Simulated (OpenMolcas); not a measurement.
**Co²⁺ among point charges: CASSCF and CASPT2 levels and susceptibility**

Aim: the splitting of the states of Co²⁺ in the field of 3 point charges, its lowest levels with spin-orbit coupling and its magnetic susceptibility.

The numbers are computed with OpenMolcas 26.06 (state-averaged CASSCF and CASPT2, spin-orbit coupling by RASSI with atomic mean-field integrals), except any that are marked as measured or tabulated.

### 1 The system

```
Species                           : Co²⁺ (cobalt, Z = 27, 25 electrons)
Basis                             : ANO-RCC-VDZP [5s4p2d1f], 34 functions
Scalar Hamiltonian                : DKH2, point nucleus
Inactive shells                   : 1s 2s 2p 3s 3p
Active space                      : 7 electrons in 5 orbitals (3d)
Some configurations of this space : 3d7
Orbitals                          : optimised for each spin and parity, averaged over all roots
```

Outer shells as boxes (Hund's rule):

3d7
```
3d [↑↓][↑↓][↑ ][↑ ][↑ ]
```

The ion sits among 3 point charges of -1 e arranged as a planar triangle (D3h), 1.99 Å from the ion.

The work runs as a chain of OpenMolcas steps in one folder; each step below is one input file. Labels, J, g values, rates, χT and fits are worked out afterwards by a script from the matrices that RASSI stores.

### 2 Basis and integrals

Contents of a.inp:

```
&GATEWAY
Coord
1

Co 0.0 0.0 0.0
Basis=ANO-RCC-VDZP
Group=NoSym
NoMove
AngMom=0.0 0.0 0.0
AMFI
XField
3 Angstrom 0
1.990000 0.000000 0.000000 -1.000000
-0.995000 1.723391 0.000000 -1.000000
-0.995000 -1.723391 0.000000 -1.000000
&SEWARD
```

Command:

```sh
> OMP_NUM_THREADS=1 MOLCAS_MEM=1689 MOLCAS_PROJECT=a pymolcas a.inp > a.log
```

### 3 Reference wave functions, quartets, 10 roots

Contents of a.inp:

```
&RASSCF
FileOrb=start.orb
Symmetry=1
Spin=4
nActEl=7 0 0
Inactive=9
Ras2=5
CIRoot=10 10 1
SDav=10
CIMx=300
Iter=120 100
PrWF=0.3
OrbListing=Nothing
MaxOrb=0
>>> COPY $Project.JobIph JOB001
```

start.orb holds the contracted functions of the basis, ordered by shell, or the orbitals of the step before.

### 4 CASSCF: doublets, 40 roots

Contents of a.inp:

```
&RASSCF
FileOrb=start.orb
Symmetry=1
Spin=2
nActEl=7 0 0
Inactive=9
Ras2=5
CIRoot=40 40 1
SDav=40
CIMx=300
Iter=120 100
PrWF=0.3
OrbListing=Nothing
MaxOrb=0
>>> COPY $Project.JobIph JOB002
```

### 5 State interaction with spin-orbit coupling

Contents of a.inp:

```
&RASSI
NrOfJobIphs=2 10 40
1 2 3 4 5 6 7 8 9 10
1 2 3 4 5 6 7 8 9 10 11 12 13 14 15 16 17 18 19 20 21 22 23 24 25 26 27
28 29 30 31 32 33 34 35 36 37 38 39 40
IphNames
JOB001
JOB002
EJob
SpinOrbit
DIPRint=1.0
SOCoupling=1000.0
Subsets=2
Property=9
'ANGMOM' 1 'ANGMOM' 2 'ANGMOM' 3 'MLTPL  1' 1 'MLTPL  1' 2 'MLTPL  1' 3
'AMFI' 1 'AMFI' 2 'AMFI' 3
SOProperty=3
'ANGMOM' 1 'ANGMOM' 2 'ANGMOM' 3
```

### 6 CASPT2: IPEA 0.25, imaginary shift 0.1 (closed shells correlated: 3s 3p)

Contents of a.inp:

```
>>> COPY JOB001 $Project.JobIph
&CASPT2
Multistate=10 1 2 3 4 5 6 7 8 9 10
NoMult
Frozen=5
IPEA=0.25
Imaginary=0.1
MaxIter=60
WThr=0.0 0.3 0.05
PrWF=0.5
NoMix
>>> COPY JOB002 $Project.JobIph
&CASPT2
Multistate=40 1 2 3 4 5 6 7 8 9 10 11 12 13 14 15 16 17 18 19 20 21 22
23 24 25 26 27 28 29 30 31 32 33 34 35 36 37 38 39 40
NoMult
Frozen=5
IPEA=0.25
Imaginary=0.1
MaxIter=60
WThr=0.0 0.3 0.05
PrWF=0.5
NoMix
```

(Steps that only read results are left out.)

**Question.** What will these runs give? Wanted: spin-free ground state; first state of the same spin within the active space; lowest level; next level.

As calculated:

| quantity | value |
| --- | --- |
| method | SS-CASPT2, IPEA 0.25, imaginary shift 0.1 (closed shells correlated: 3s 3p) |
| spin-free ground state | 4A2, 1-fold in its orbital part |
| first state of the same spin within the active space | 4E at 133 cm⁻¹ |
| lowest level | 2-fold E1/2, g = 1.65, 6.60, 6.60 |
| next level | 141.7 cm⁻¹ |
| χT at 300 K | 4.93 cm³ K/mol |
| effective moment at 300 K | 6.28 μB |

Cost by method:

| method | time of its own steps | time with the reference |
| --- | --- | --- |
| A. CASSCF | 11 s | 11 s |
| B. SS-CASPT2, IPEA 0.25, imaginary shift 0.1, +3s 3p | 3.2 s | 14 s |

Times are of one thread on a shared host.

The spin-free ground state (4A2) comes to 98 % from free-ion F terms and keeps the highest spin of the shell. χT at 300 K is 4.93, against 1.88 cm³ K/mol for the spin alone, so orbital moment adds to it. An active space of the d shell alone favours high spin; real ions in strong fields can be low spin. CASPT2 does not keep the components of a term degenerate, and the means are used. The field of point charges can differ much from that of real complexes. With metal d orbitals alone active, the gaps between spin states are rough; where two lie within a few thousand cm-1, their order is open. Point charges carry no covalency, so the field is a model and not that of real ligands.
